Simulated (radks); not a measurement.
# Sr⁺ in [Kr] 5s1: an all-electron calculation

An exercise on one series of results from a longer session: the logs are not shown, and one member is left open.

Program: radks (a radial shooting solver on a logarithmic mesh, Libxc functionals) version 1. Level of theory: scalar-relativistic Kohn-Sham, PBE, spin-polarised, spherical densities, finite nucleus; open shells are filled with parallel spins first. These are calculated values, not measurements, unless marked.

### What is computed

- element: strontium (Z = 38)
- charge: +1
- electrons: 37
- configuration: [Kr] 5s1
- nuclear rms radius: 4.224 fm

Outer shells as boxes (Hund's rule):

Sr⁺
```
[Kr] core
5s [↑ ]
```

The first run:

Input:

```text
Z 38
configuration [Kr] 5s1
relativity scalar-relativistic
functional pbe,pbe
spin polarised
nucleus finite rms 4.224 fm
c 137.035999084
```

On the command line:

```bash
python run_ks.py task.json out
```

The same process makes all the runs of this session.

Steps of the session up to this table: Self-consistent calculation.

One of the session's tables, all rows but one given; the rest of the session is left out.

It belongs to the step «Radial structure». Radial moments (bohr):

```
  level      <r>  outermost maximum (interpolated)  90 % within  nodes
  1s up  0.03916                            0.0255       0.0701      0
1s down  0.03916                            0.0255       0.0701      0
  2s up   0.1725                             0.145        0.267      1
2s down   0.1725                             0.145        0.267      1
  2p up   0.1504                             0.116        0.245      0
2p down   0.1504                             0.116        0.245      0
  3s up   0.4920                             0.436        0.730      2
3s down   0.4920                             0.436        0.730      2
  3p up   0.4985                             0.431        0.757      1
3p down   0.4985                             0.431        0.757      1
  3d up   0.4983                             0.377        0.808      0
3d down   0.4982                             0.377        0.808      0
  4s up        ?                                 ?            ?      ?
4s down    1.354                              1.19         1.99      3
  4p up    1.565                              1.33         2.35      2
4p down    1.557                              1.33         2.33      2
  5s up    3.874                              3.44         5.63      4
```

Estimate the missing values for 4s up.

As computed: <r>: 1.356; outermost maximum (interpolated): 1.19; 90 % within: 1.99; nodes: 3. In the column «<r>» it lies between 4s down (1.354) and 4p down (1.557).
